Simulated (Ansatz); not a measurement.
# Ta2As3: the cost of one run

Program: Ansatz 0.2.0. Level of theory: DFT PBE, scalar-relativistic, plane waves, PAW. These are calculated values, not measurements.

**1. The starting structure**

Symmetry: P-3m1, No. 164, trigonal system. The conventional cell has a = 4.111 Å, b = 4.111 Å, c = 6.396 Å, α = 90.00°, β = 90.00°, γ = 120.00°. Around Ta (site symmetry 3m) lie 7 As at 2.48 to 2.84 Å. As (site symmetry -3m) has 6 Ta at 2.84 Å as nearest neighbours. As (site symmetry 3m) is surrounded by 4 Ta at 2.48 to 2.56 Å.

Coordinates:

```xyz
5
Lattice="4.1112 0.0000 0.0000 -2.0556 3.5604 0.0000 0.0000 0.0000 6.3964" Properties=species:S:1:pos:R:3 pbc="T T T"
Ta    0.0000    2.3736    1.5671
Ta    2.0556    1.1868    4.8293
As    0.0000    0.0000    0.0000
As    0.0000    2.3736    4.1257
As    2.0556    1.1868    2.2707
```

(A quick probe on a coarse mesh, which set the mesh and smearing, is not shown.)

**3. Rough relaxation on the coarse mesh**

input.yaml

```yaml
crystal:
  lattice:
    - [4.1112451962, 0.0, 0.0]
    - [-2.0556225981, 3.5604427811, 0.0]
    - [0.0, 0.0, 6.3964297088]
  atoms:
    - { symbol: Ta, position: [0.3333333333, 0.6666666667, 0.245] }
    - { symbol: Ta, position: [0.6666666667, 0.3333333333, 0.755] }
    - { symbol: As, position: [0.0, 0.0, 0.0] }
    - { symbol: As, position: [0.3333333333, 0.6666666667, 0.645] }
    - { symbol: As, position: [0.6666666667, 0.3333333333, 0.355] }
basis:
  ecutwfc: 420
kpoints:
  mp_grid: { grid: [6, 6, 4] }
hamiltonian:
  xc: pbe
scf:
  occupations: { method: gaussian, width: 0.1 }
  lower_state_search: "off"
output:
  forces: true
  stress: true
  eigenvalues: true
relax:
  adjacent_minimum: "off"
  f_tol: 0.04
  max_steps: 70
  cell: { stress_tol: 0.4 }
```

Started as:

```
> ansatz run input.yaml --threads 1 --pin off --max-ram 2560MiB --backend cpu --events-out ev --progress --plain --runs-dir out
```

What time and memory should one allow on 1 thread of Intel Xeon 6975P-C (Granite Rapids), shared host?

About 58 s, with a peak of 0.48 GiB.
